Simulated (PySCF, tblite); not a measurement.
# C4H10BBr: a rotation path, then NMR shifts on frames

Aim: move C4H10BBr (`CB(C)CCBr`) away from its starting geometry and see how NMR shifts follow the geometry.

Computed with tblite 0.8.0 and PySCF 2.14.0, with density-fitted response routines of our own, on a single molecule in the gas phase. Atoms count from 0, in the outputs and in this text.

## 1. The molecule as given

16 atoms, charge 0, multiplicity 1; geometry from: GFN2-xTB.

Bonds of the start (Å): C0–B1 1.58, B1–C2 1.57, B1–C3 1.59, C3–C4 1.51, C4–Br5 1.97, C0–H6 1.09, C0–H7 1.09, C0–H8 1.09, C2–H9 1.09, C2–H10 1.09, C2–H11 1.09, C3–H12 1.10, C3–H13 1.09, C4–H14 1.09, C4–H15 1.09.

## 2. A band between two rotamers with GFN2-xTB

Job settings and geometry (Å):

```
{"job": {"kind": "neb", "xc": "GFN2-xTB", "basis": "xTB", "atoms": [1, 3, 4, 5], "turn": 120}, "charge": 0, "multiplicity": 1}
C     -0.824106     1.445749     0.302938
B     -0.609164    -0.096242     0.061019
C     -1.838832    -1.078847     0.068776
C      0.835973    -0.699708    -0.197815
C      1.980953     0.291354    -0.198948
Br     3.713378    -0.587877    -0.536681
H     -1.864492     1.725176     0.447574
H     -0.439977     2.034016    -0.529735
H     -0.271593     1.783287     1.179515
H     -2.546950    -0.804855    -0.713326
H     -1.581416    -2.125538    -0.073280
H     -2.393507    -0.996772     1.002929
H      0.825732    -1.233453    -1.153907
H      1.034602    -1.470835     0.553798
H      2.092959     0.788418     0.763067
H      1.878843     1.035070    -0.987336
```

Method: GFN2-xTB climbing-image nudged elastic band, gas phase.

On the command line:

```sh
$ OMP_NUM_THREADS=1 python probes_run.py task.json out
```

The driver reads the jobs from task.json and runs them one after another.

Output:

```text
image   E - E0 / eV
  0       0.0000
  1       0.0140
  2       0.0546
  3       0.1048
  4       0.1370
  5       0.1304
  6       0.0884
  7       0.0352
  8       0.0106
```

Wall time 14 s (1 thread, shared host).

The final band, with the dihedral B1–C3–C4–Br5:

```csv
image,dihedral (°),energy (eV),energy (kcal/mol)
0,-180,0.000,0.0
1,-168,0.014,0.3
2,-153,0.055,1.3
3,-139,0.105,2.4
4,-124,0.137,3.2
5,-110,0.130,3.0
6,-96,0.088,2.0
7,-81,0.035,0.8
8,-67,0.011,0.2
```

## 3. NMR shieldings: image 0, PBE0/pcSseg-1

Job settings and geometry (Å):

```
{"job": {"kind": "nmr", "xc": "PBE0", "basis": "pcSseg-1", "pop": false}, "charge": 0, "multiplicity": 1}
C     -0.824100     1.445700     0.302900
B     -0.609200    -0.096200     0.061000
C     -1.838800    -1.078800     0.068800
C      0.836000    -0.699700    -0.197800
C      1.981000     0.291400    -0.198900
Br     3.713400    -0.587900    -0.536700
H     -1.864500     1.725200     0.447600
H     -0.440000     2.034000    -0.529700
H     -0.271600     1.783300     1.179500
H     -2.547000    -0.804900    -0.713300
H     -1.581400    -2.125500    -0.073300
H     -2.393500    -0.996800     1.002900
H      0.825700    -1.233500    -1.153900
H      1.034600    -1.470800     0.553800
H      2.093000     0.788400     0.763100
H      1.878800     1.035100    -0.987300
```

Method: GIAO PBE0/pcSseg-1 NMR shielding, non-relativistic, gas phase.

Output:

```text
coarse grid: 57952 points
cycle   1  E = -2756.5734606957  dE = -8.938e-01  |g| = 8.086e-01  |ddm| = 3.409e+00
cycle   2  E = -2756.5743325202  dE = -8.718e-04  |g| = 5.674e-01  |ddm| = 8.026e-01
cycle   3  E = -2756.6343753885  dE = -6.004e-02  |g| = 1.260e-01  |ddm| = 5.236e-01
cycle   4  E = -2756.6384223872  dE = -4.047e-03  |g| = 1.635e-02  |ddm| = 1.319e-01
cycle   5  E = -2756.6384819616  dE = -5.957e-05  |g| = 5.991e-03  |ddm| = 2.439e-02
cycle   6  E = -2756.6384912445  dE = -9.283e-06  |g| = 1.334e-03  |ddm| = 6.680e-03
final grid: 122840 points
cycle   7  E = -2756.6384451155  dE =  3.936e-07  |g| = 1.888e-03  |ddm| = 2.983e-03
cycle   8  E = -2756.6384440417  dE =  1.074e-06  |g| = 2.792e-03  |ddm| = 3.924e-03
cycle   9  E = -2756.6384459696  dE = -1.928e-06  |g| = 9.627e-05  |ddm| = 2.434e-03
cycle  10  E = -2756.6384459724  dE = -2.750e-09  |g| = 1.143e-05  |ddm| = 1.143e-04
cycle  11  E = -2756.6384459724  dE = -2.910e-11  |g| = 2.287e-06  |ddm| = 1.165e-05
converged SCF energy = -2756.6384459724

GIAO shielding tensors (ppm)
atom      isotropic    diamagn.    paramagn.     s11        s22        s33       span
  0 C      175.129     253.670     -78.541    153.969    184.604    186.814     32.846
  1 B       11.291     186.926    -175.635    -46.338    -38.074    118.286    164.624
  2 C      170.699     253.026     -82.326    150.172    174.575    187.351     37.180
  3 C      143.702     253.221    -109.518    121.389    131.814    177.904     56.515
  4 C      140.351     244.717    -104.366    101.607    141.308    178.139     76.532
  5 Br    2256.563    3120.881    -864.319   1697.259   2043.124   3029.304   1332.045
  6 H       30.668      30.911      -0.243     26.672     29.408     35.924      9.252
  7 H       30.985      31.467      -0.482     26.073     31.238     35.644      9.571
  8 H       31.015      31.377      -0.362     26.136     31.130     35.778      9.642
  9 H       30.813      30.022       0.791     27.259     28.990     36.190      8.931
 10 H       30.736      31.329      -0.593     26.627     30.600     34.982      8.355
 11 H       30.767      30.079       0.688     27.147     29.067     36.088      8.940
 12 H       29.603      31.624      -2.022     24.790     30.023     33.995      9.204
 13 H       29.603      31.622      -2.019     24.789     30.025     33.995      9.205
 14 H       27.964      29.512      -1.548     20.499     28.004     35.388     14.889
 15 H       27.954      29.515      -1.561     20.468     27.978     35.416     14.947
```

It took 75 s on 1 thread, shared host.

The references, computed at this level on geometries of the same kind, shield at (ppm): 1H TMS 31.72, 13C TMS 186.9, 11B BF3·OEt2 100.1, 79Br HBr 2622. Their shielding less the atom's gives the shift. The references are single molecules in the gas phase. Each atom is listed at this fixed geometry, with no averaging over motion; a spectrum would average atoms that exchange fast.

```csv
atoms,environment,σ (ppm),δ (ppm)
C4,sp3 CH2 bonded to Br,140.4,46.6
C3,sp3 CH2 bonded to B,143.7,43.2
C2,methyl carbon bonded to B,170.7,16.2
C0,methyl carbon bonded to B,175.1,11.8
H15,hydrogen on an sp3 CH2 bonded to Br,27.95,3.76
H14,hydrogen on an sp3 CH2 bonded to Br,27.96,3.75
H12,hydrogen on an sp3 CH2 bonded to B,29.60,2.11
H13,hydrogen on an sp3 CH2 bonded to B,29.60,2.11
H6,hydrogen on a methyl carbon bonded to B,30.67,1.05
H10,hydrogen on a methyl carbon bonded to B,30.74,0.98
H11,hydrogen on a methyl carbon bonded to B,30.77,0.95
H9,hydrogen on a methyl carbon bonded to B,30.81,0.90
H7,hydrogen on a methyl carbon bonded to B,30.98,0.73
H8,hydrogen on a methyl carbon bonded to B,31.02,0.70
B1,boron bonded to 3 C,11.3,88.8
Br5,bromine bonded to C,2257,365
```

## 4. Nuclear shieldings: image 2, PBE0/pcSseg-1

Job settings and geometry (Å):

```
{"job": {"kind": "nmr", "xc": "PBE0", "basis": "pcSseg-1", "pop": false}, "charge": 0, "multiplicity": 1}
C     -0.824300     1.449900     0.206700
B     -0.607200    -0.103400     0.074400
C     -1.842700    -1.075900     0.066500
C      0.845200    -0.719300    -0.096100
C      2.001200     0.266700    -0.079000
Br     3.570000    -0.379100    -1.082100
H     -1.865900     1.748600     0.290600
H     -0.404500     1.980600    -0.646800
H     -0.300700     1.832800     1.081700
H     -2.492500    -0.851700    -0.778800
H     -1.592500    -2.131800     0.013200
H     -2.457700    -0.924800     0.951600
H      0.842400    -1.261200    -1.047800
H      1.015000    -1.490900     0.661000
H      2.362100     0.459300     0.930400
H      1.744400     1.209100    -0.556900
```

With the program's defaults for keys left out, this is: GIAO PBE0/pcSseg-1 NMR shielding, non-relativistic, gas phase.

Output:

```text
coarse grid: 57952 points
cycle   1  E = -2756.5711184506  dE = -8.880e-01  |g| = 8.090e-01  |ddm| = 3.404e+00
cycle   2  E = -2756.5717992041  dE = -6.808e-04  |g| = 5.685e-01  |ddm| = 8.053e-01
cycle   3  E = -2756.6322213604  dE = -6.042e-02  |g| = 1.259e-01  |ddm| = 5.264e-01
cycle   4  E = -2756.6362698662  dE = -4.049e-03  |g| = 1.598e-02  |ddm| = 1.301e-01
cycle   5  E = -2756.6363251452  dE = -5.528e-05  |g| = 5.114e-03  |ddm| = 2.234e-02
cycle   6  E = -2756.6363319490  dE = -6.804e-06  |g| = 1.339e-03  |ddm| = 5.951e-03
final grid: 122840 points
cycle   7  E = -2756.6363167933  dE =  4.385e-07  |g| = 1.925e-03  |ddm| = 2.952e-03
cycle   8  E = -2756.6363156388  dE =  1.154e-06  |g| = 2.873e-03  |ddm| = 4.089e-03
cycle   9  E = -2756.6363176878  dE = -2.049e-06  |g| = 8.070e-05  |ddm| = 2.521e-03
cycle  10  E = -2756.6363176896  dE = -1.806e-09  |g| = 9.666e-06  |ddm| = 8.459e-05
cycle  11  E = -2756.6363176897  dE = -2.547e-11  |g| = 1.947e-06  |ddm| = 1.019e-05
converged SCF energy = -2756.6363176897

GIAO shielding tensors (ppm)
atom      isotropic    diamagn.    paramagn.     s11        s22        s33       span
  0 C      174.392     253.831     -79.439    153.618    182.542    187.017     33.399
  1 B       11.314     187.029    -175.715    -45.527    -38.577    118.047    163.574
  2 C      171.171     252.916     -81.745    150.785    175.154    187.575     36.789
  3 C      144.381     252.829    -108.449    112.649    141.069    179.424     66.775
  4 C      141.916     244.688    -102.772    103.683    144.328    177.737     74.053
  5 Br    2243.953    3120.977    -877.024   1602.268   2097.444   3032.148   1429.879
  6 H       30.648      30.911      -0.263     26.702     29.350     35.893      9.192
  7 H       30.857      31.362      -0.505     25.888     31.256     35.427      9.539
  8 H       31.129      31.399      -0.270     26.243     31.175     35.970      9.727
  9 H       30.829      30.057       0.772     27.393     28.966     36.129      8.737
 10 H       30.791      31.310      -0.519     26.663     30.586     35.123      8.460
 11 H       30.799      30.068       0.730     27.010     29.158     36.229      9.219
 12 H       29.834      31.449      -1.616     23.956     31.161     34.383     10.427
 13 H       29.222      31.612      -2.390     24.706     29.080     33.879      9.173
 14 H       28.042      28.996      -0.954     21.513     28.185     34.429     12.915
 15 H       27.796      29.945      -2.149     19.480     26.887     37.021     17.541
```

Run time: 68 s. Hardware: 1 thread, shared host.

In short: δ C4 45.0, C3 42.5, C2 15.8, C0 12.5, H15 3.92, H14 3.67 ppm.

## 5. NMR shieldings: image 4, PBE0/pcSseg-1

Job settings and geometry (Å):

```
{"job": {"kind": "nmr", "xc": "PBE0", "basis": "pcSseg-1", "pop": false}, "charge": 0, "multiplicity": 1}
C     -0.813900     1.452600     0.107200
B     -0.603100    -0.106900     0.059700
C     -1.847000    -1.069400     0.052500
C      0.850200    -0.739900     0.000800
C      2.033400     0.228200     0.016200
Br     3.240600     0.001700    -1.520700
H     -1.855600     1.761800     0.124300
H     -0.347700     1.935400    -0.750800
H     -0.334700     1.874900     0.990200
H     -2.458100    -0.887100    -0.830800
H     -1.605600    -2.128700     0.067900
H     -2.497700    -0.865400     0.901100
H      0.888500    -1.360200    -0.899900
H      0.962400    -1.455900     0.820900
H      2.664700     0.101600     0.894300
H      1.716000     1.266200    -0.044100
```

With the program's defaults for keys left out, this is: GIAO PBE0/pcSseg-1 NMR shielding, non-relativistic, gas phase.

Output:

```text
coarse grid: 57952 points
cycle   1  E = -2756.5674494360  dE = -8.882e-01  |g| = 8.098e-01  |ddm| = 3.398e+00
cycle   2  E = -2756.5679052001  dE = -4.558e-04  |g| = 5.699e-01  |ddm| = 8.132e-01
cycle   3  E = -2756.6288927438  dE = -6.099e-02  |g| = 1.251e-01  |ddm| = 5.312e-01
cycle   4  E = -2756.6328887455  dE = -3.996e-03  |g| = 1.574e-02  |ddm| = 1.260e-01
cycle   5  E = -2756.6329363686  dE = -4.762e-05  |g| = 3.422e-03  |ddm| = 1.823e-02
cycle   6  E = -2756.6329393753  dE = -3.007e-06  |g| = 1.206e-03  |ddm| = 4.381e-03
final grid: 122840 points
cycle   7  E = -2756.6329057782  dE =  3.334e-07  |g| = 1.704e-03  |ddm| = 2.718e-03
cycle   8  E = -2756.6329048907  dE =  8.875e-07  |g| = 2.522e-03  |ddm| = 3.698e-03
cycle   9  E = -2756.6329065032  dE = -1.613e-06  |g| = 1.055e-04  |ddm| = 2.255e-03
cycle  10  E = -2756.6329065061  dE = -2.837e-09  |g| = 8.934e-06  |ddm| = 8.749e-05
cycle  11  E = -2756.6329065061  dE = -2.592e-11  |g| = 2.383e-06  |ddm| = 1.091e-05
converged SCF energy = -2756.6329065061

GIAO shielding tensors (ppm)
atom      isotropic    diamagn.    paramagn.     s11        s22        s33       span
  0 C      174.014     253.806     -79.791    153.243    181.422    187.379     34.136
  1 B       10.372     186.789    -176.418    -44.984    -41.441    117.541    162.525
  2 C      171.360     252.754     -81.394    151.005    175.727    187.348     36.343
  3 C      145.895     251.957    -106.063    107.172    148.154    182.358     75.186
  4 C      145.050     244.540     -99.490    110.715    148.087    176.347     65.632
  5 Br    2224.645    3121.555    -896.910   1487.797   2158.208   3027.930   1540.133
  6 H       30.574      30.811      -0.238     26.684     29.258     35.779      9.094
  7 H       30.752      31.068      -0.315     25.775     31.157     35.325      9.550
  8 H       31.036      31.179      -0.143     26.055     30.981     36.072     10.017
  9 H       30.806      29.993       0.813     27.416     28.954     36.049      8.633
 10 H       30.824      31.258      -0.434     26.708     30.578     35.188      8.480
 11 H       30.810      30.027       0.783     26.927     29.190     36.313      9.386
 12 H       29.724      31.231      -1.507     23.107     31.472     34.591     11.484
 13 H       29.170      31.660      -2.490     24.041     28.818     34.651     10.610
 14 H       28.082      28.571      -0.489     21.689     27.776     34.781     13.092
 15 H       27.737      30.074      -2.337     20.651     25.890     36.669     16.019
```

It took 71 s on 1 thread, shared host.

Key values: δ C4 41.9, C3 41.0, C2 15.6, C0 12.9, H15 3.98, H14 3.63 ppm.

## 6. Shielding tensors: image 6, PBE0/pcSseg-1

Job settings and geometry (Å):

```
{"job": {"kind": "nmr", "xc": "PBE0", "basis": "pcSseg-1", "pop": false}, "charge": 0, "multiplicity": 1}
C     -0.780200     1.446500     0.004800
B     -0.593300    -0.115600     0.032600
C     -1.849500    -1.062000     0.042600
C      0.854100    -0.764500     0.077700
C      2.047200     0.188600     0.088000
Br     2.781600     0.475200    -1.707900
H     -1.816200     1.772500    -0.036400
H     -0.265400     1.880100    -0.851600
H     -0.334600     1.904500     0.888300
H     -2.432400    -0.923600    -0.866900
H     -1.622200    -2.121400     0.125900
H     -2.521600    -0.802800     0.859200
H      0.953900    -1.463100    -0.759200
H      0.914700    -1.399600     0.968200
H      2.881200    -0.186300     0.680000
H      1.775100     1.180400     0.443200
```

With the program's defaults for keys left out, this is: GIAO PBE0/pcSseg-1 NMR shielding, non-relativistic, gas phase.

Output:

```text
coarse grid: 57952 points
cycle   1  E = -2756.5688587158  dE = -8.839e-01  |g| = 8.119e-01  |ddm| = 3.407e+00
cycle   2  E = -2756.5693059123  dE = -4.472e-04  |g| = 5.726e-01  |ddm| = 8.255e-01
cycle   3  E = -2756.6310663842  dE = -6.176e-02  |g| = 1.242e-01  |ddm| = 5.363e-01
cycle   4  E = -2756.6350002358  dE = -3.934e-03  |g| = 1.635e-02  |ddm| = 1.250e-01
cycle   5  E = -2756.6350480738  dE = -4.784e-05  |g| = 3.465e-03  |ddm| = 1.811e-02
cycle   6  E = -2756.6350510364  dE = -2.963e-06  |g| = 1.314e-03  |ddm| = 4.415e-03
final grid: 122840 points
cycle   7  E = -2756.6350637890  dE =  4.331e-07  |g| = 1.884e-03  |ddm| = 2.930e-03
cycle   8  E = -2756.6350626873  dE =  1.102e-06  |g| = 2.797e-03  |ddm| = 4.069e-03
cycle   9  E = -2756.6350646822  dE = -1.995e-06  |g| = 1.049e-04  |ddm| = 2.487e-03
cycle  10  E = -2756.6350646850  dE = -2.755e-09  |g| = 9.536e-06  |ddm| = 9.144e-05
cycle  11  E = -2756.6350646850  dE = -1.546e-11  |g| = 2.138e-06  |ddm| = 1.255e-05
converged SCF energy = -2756.6350646850

GIAO shielding tensors (ppm)
atom      isotropic    diamagn.    paramagn.     s11        s22        s33       span
  0 C      175.004     253.588     -78.583    154.019    183.302    187.692     33.673
  1 B        9.599     186.654    -177.055    -46.725    -42.532    118.054    164.778
  2 C      171.218     252.614     -81.396    150.456    175.882    187.315     36.859
  3 C      147.073     251.634    -104.561    113.553    150.347    177.319     63.766
  4 C      144.963     244.813     -99.850    115.345    145.791    173.751     58.406
  5 Br    2245.553    3122.556    -877.002   1581.112   2139.209   3016.339   1435.227
  6 H       30.588      30.774      -0.187     26.678     29.240     35.846      9.168
  7 H       30.549      30.839      -0.290     25.072     31.174     35.401     10.329
  8 H       30.861      31.064      -0.203     25.688     30.943     35.953     10.265
  9 H       30.794      29.901       0.893     27.426     28.962     35.993      8.567
 10 H       30.811      31.190      -0.379     26.737     30.448     35.250      8.513
 11 H       30.810      30.005       0.806     26.911     29.236     36.285      9.374
 12 H       29.678      31.171      -1.493     23.745     31.015     34.274     10.529
 13 H       29.625      31.661      -2.036     24.005     28.829     36.041     12.036
 14 H       28.007      28.349      -0.342     21.082     27.376     35.563     14.481
 15 H       27.819      30.130      -2.311     23.179     25.601     34.676     11.497
```

Run time: 71 s. Hardware: 1 thread, shared host.

In short: δ C4 42.0, C3 39.9, C2 15.7, C0 11.9, H15 3.90, H14 3.71 ppm.

## 7. Nuclear shieldings: image 8, PBE0/pcSseg-1

Job settings and geometry (Å):

```
{"job": {"kind": "nmr", "xc": "PBE0", "basis": "pcSseg-1", "pop": false}, "charge": 0, "multiplicity": 1}
C     -0.774300     1.455800    -0.014800
B     -0.578500    -0.103200     0.054300
C     -1.827800    -1.056200    -0.060300
C      0.856900    -0.762900     0.238300
C      2.077900     0.132200     0.104800
Br     2.297400     0.781800    -1.730300
H     -1.810900     1.767800     0.084200
H     -0.426800     1.819300    -0.983000
H     -0.192100     1.996400     0.730300
H     -2.334300    -0.895400    -1.011900
H     -1.596500    -2.116500     0.012500
H     -2.567700    -0.824600     0.705100
H      0.969000    -1.610900    -0.444400
H      0.889500    -1.199000     1.244200
H      3.003400    -0.397700     0.331600
H      2.007100     1.022000     0.728100
```

With the program's defaults for keys left out, this is: GIAO PBE0/pcSseg-1 NMR shielding, non-relativistic, gas phase.

Output:

```text
coarse grid: 57952 points
cycle   1  E = -2756.5712277058  dE = -8.826e-01  |g| = 8.132e-01  |ddm| = 3.411e+00
cycle   2  E = -2756.5714041336  dE = -1.764e-04  |g| = 5.756e-01  |ddm| = 8.333e-01
cycle   3  E = -2756.6338878582  dE = -6.248e-02  |g| = 1.248e-01  |ddm| = 5.417e-01
cycle   4  E = -2756.6378570510  dE = -3.969e-03  |g| = 1.730e-02  |ddm| = 1.272e-01
cycle   5  E = -2756.6379111169  dE = -5.407e-05  |g| = 4.187e-03  |ddm| = 1.987e-02
cycle   6  E = -2756.6379155294  dE = -4.413e-06  |g| = 1.404e-03  |ddm| = 5.034e-03
final grid: 122840 points
cycle   7  E = -2756.6379285357  dE =  4.790e-07  |g| = 1.991e-03  |ddm| = 3.193e-03
cycle   8  E = -2756.6379273018  dE =  1.234e-06  |g| = 2.965e-03  |ddm| = 4.256e-03
cycle   9  E = -2756.6379295180  dE = -2.216e-06  |g| = 8.505e-05  |ddm| = 2.609e-03
cycle  10  E = -2756.6379295199  dE = -1.899e-09  |g| = 9.397e-06  |ddm| = 7.892e-05
cycle  11  E = -2756.6379295200  dE = -1.819e-11  |g| = 1.635e-06  |ddm| = 1.171e-05
converged SCF energy = -2756.6379295200

GIAO shielding tensors (ppm)
atom      isotropic    diamagn.    paramagn.     s11        s22        s33       span
  0 C      174.733     253.048     -78.315    153.070    180.432    190.696     37.627
  1 B       10.394     186.550    -176.156    -49.374    -38.000    118.555    167.929
  2 C      170.455     252.655     -82.200    149.567    174.204    187.595     38.027
  3 C      147.702     251.758    -104.056    122.957    151.911    168.238     45.281
  4 C      142.598     244.827    -102.229    111.827    142.560    173.408     61.581
  5 Br    2278.058    3123.342    -845.284   1726.438   2112.673   2995.062   1268.624
  6 H       30.619      30.753      -0.133     26.425     29.376     36.057      9.632
  7 H       30.197      30.231      -0.034     23.987     30.900     35.705     11.718
  8 H       30.605      31.280      -0.675     25.664     31.179     34.971      9.307
  9 H       30.749      29.973       0.776     27.574     29.079     35.593      8.019
 10 H       30.782      31.187      -0.405     26.734     30.385     35.227      8.493
 11 H       30.839      29.938       0.900     26.812     29.236     36.469      9.657
 12 H       29.483      31.549      -2.066     24.759     29.553     34.137      9.378
 13 H       30.069      31.219      -1.150     24.558     28.815     36.834     12.276
 14 H       27.872      28.230      -0.358     20.769     27.050     35.798     15.030
 15 H       27.830      29.802      -1.972     23.349     25.924     34.216     10.867
```

Wall time 89 s (1 thread, shared host).

Key values: δ C4 44.3, C3 39.2, C2 16.5, C0 12.2, H15 3.89, H14 3.84 ppm.

## 8. Side by side: NMR shifts

Shifts (ppm) of some atoms, chosen among heavy atoms and hydrogens apart, with basis size and wall time:

```csv
frame,C4,C3,C0,H13,H7,B1,Br5,functions,time
image 0,46.6,43.2,11.8,2.11,0.73,88.8,365,176,75 s
image 2,45.0,42.5,12.5,2.50,0.86,88.8,378,176,68 s
image 4,41.9,41.0,12.9,2.55,0.96,89.7,397,176,71 s
image 6,42.0,39.9,11.9,2.09,1.17,90.5,376,176,71 s
image 8,44.3,39.2,12.2,1.65,1.52,89.7,344,176,89 s
```

## 9. Results

| quantity | value |
| --- | --- |
| barrier | 0.137 eV (3.2 kcal/mol) at image 4 |
| end to end (GFN2-xTB) | 0.011 eV |
| 13C shifts against TMS (PBE0/pcSseg-1, image 0) | 46.6, 43.2, 16.2, 11.8 ppm |
| 1H shifts against TMS (PBE0/pcSseg-1, image 0) | 3.76, 3.75, 2.11, 2.11, 1.05, 0.98, 0.95, 0.90, 0.73, 0.70 ppm |
| 11B shifts against BF3·OEt2 (PBE0/pcSseg-1, image 0) | 88.8 ppm |
| 79Br shifts against HBr (PBE0/pcSseg-1, image 0) | 365 ppm |
| range of the shift of Br5 | 344 to 397 ppm |

**Reading.** Along the band the dihedral turns by 113°, and the top (dihedral -124°) lies 3.2 kcal/mol above the start (GFN2-xTB, rough), so at room temperature this motion is fast. Ends this close can change order at a higher level. The top was not checked by a frequency run. C4 stands next to heavy halogen, whose spin-orbit shielding this run leaves out, so the computed shift lies too far downfield, most of all for carbon beside Br or I. Shifts at one fixed geometry are not the observed spectrum, which averages over the motion. In the first frame run (image 0): The largest span, 1332 ppm, is at Br5, where the paramagnetic term is -864 ppm. Across the 5 runs the shift of Br5 moves most, between 344 (image 8) and 397 ppm (image 4). Spin-orbit coupling is left out, which matters for shieldings and couplings at and beside the heavy atoms.
